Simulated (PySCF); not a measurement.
# The bond of CaSb+, level by level

Aim: find the lowest electronic state of CaSb+, scan its bond at several levels of theory, and get bond length, wavenumber and dissociation energy from each curve.

Program: PySCF 2.14.0. Level of theory: Ca x2c-SVPall, Sb x2c-SVPall, spin-free X2C with a Gaussian nucleus. These are calculated values, not measurements.

4 further runs of the same task are left out: 4 that didn't finish.

## 1. Set-up

A driver script around PySCF takes these settings:

```
atoms                         : Ca, Sb
charge                        : 1
basis                         : Ca x2c-SVPall, Sb x2c-SVPall
Hamiltonian                   : spin-free X2C with a Gaussian nucleus
basis functions               : 60
electrons treated             : 70
masses in u                   : 39.9626, 120.9038
levels                        : PBE0, PBE, HF, MP2, SCS-MP2
grid                          : 80 radial by 434 angular points
occupations                   : held fixed by the projection of orbital angular momentum
dissociation limit            : Ca+ + Sb, each in its ground configuration
starting distance in angstrom : 3.055
values of 2S to try           : 0, 2, 4
```

Started as:

```
$ OMP_NUM_THREADS=1 python dia.py task.json out
```

The runs that follow: First curve: PBE0; PBE; ROHF.

**Question.** What will these runs give? Wanted: for each run, Re; ωe; De; μ.

As calculated:

Lowest PBE0 solution found, without spin–orbit coupling: ³Σ⁻ (triplet), unpaired electrons π ↑↑. The other levels ran on it alone.

```
       level  Re (Å)  ωe (cm⁻¹)  De (eV)   μ (D)
        ROHF   3.050      203.6    0.174  -14.62
    ROHF-MP2   3.062      193.2     0.78     n/a
ROHF-SCS-MP2   3.077      187.4     0.78     n/a
         PBE   2.964      212.2     1.81  -11.51
        PBE0   2.961      213.8     1.56  -12.46
```

De is counted to Ca+ + Sb in their ground configurations. A positive dipole points from Ca to Sb; in an ion it is taken about the centre of mass and does not tell which atom is negative.

Bond lengths run from 2.961 Å (PBE0) to 3.077 Å (ROHF-SCS-MP2). Of the levels with a De here, ROHF gives the least (0.174 eV) and PBE the most (1.81 eV).

Correlated steps freeze 23 core orbitals. These are scalar-relativistic numbers at best; spin–orbit coupling would shift them, the dissociation energy most. With spin–orbit coupling the term label itself may not hold.
